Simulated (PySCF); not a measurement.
# C4H7AlO2: the cost of one run

Computed with PySCF 2.14.0, with density-fitted response routines of our own, on a single molecule in the gas phase. Atoms are numbered from 0 throughout.

### 1 Starting geometry

14 atoms, charge 0, multiplicity 1; geometry from: GFN2-xTB.

Bonds of the start (Å): C0–C1 1.32, C1–C2 1.50, C2–C3 1.58, C3–O4 1.41, O4–Al5 1.70, Al5–O6 1.70, O6–C2 1.41, C0–H7 1.08, C0–H8 1.08, C1–H9 1.09, C2–H10 1.10, C3–H11 1.09, C3–H12 1.09, Al5–H13 1.49.

### 2 TDDFT and polarisability: B3LYP/def2-SVPD

The job: settings as JSON, then the geometry in Å.

```
{"job": {"kind": "uv", "xc": "B3LYP", "basis": "def2-SVPD", "nstates": 8, "ntriplets": 3}, "charge": 0, "multiplicity": 1}
C      2.349914     0.479210    -0.011457
C      1.043422     0.525968     0.161520
C      0.029068    -0.079355    -0.757479
C     -0.719647    -1.237109     0.004190
O     -1.929392    -0.758328     0.536440
Al    -2.298495     0.742234    -0.173883
O     -0.911375     0.901356    -1.139639
H      2.790069    -0.011648    -0.863685
H      3.033440     0.925698     0.690062
H      0.598192     1.031491     1.012387
H      0.510028    -0.479350    -1.656631
H     -0.928943    -2.053895    -0.693119
H     -0.085939    -1.612276     0.814217
H     -3.481021     1.625532     0.000152
```

With the program's defaults for keys left out, this is: TDDFT B3LYP/def2-SVPD, vertical, gas phase, core orbitals frozen in the response.

Command:

```
$ OMP_NUM_THREADS=1 python probes_run.py task.json out
```

This one command runs all jobs of the session in turn.

**Question.** How long does this job take on 1 thread of Arm Neoverse V1, shared host, and how much memory does it need?

About 48 s, with a peak of 0.8 GiB.
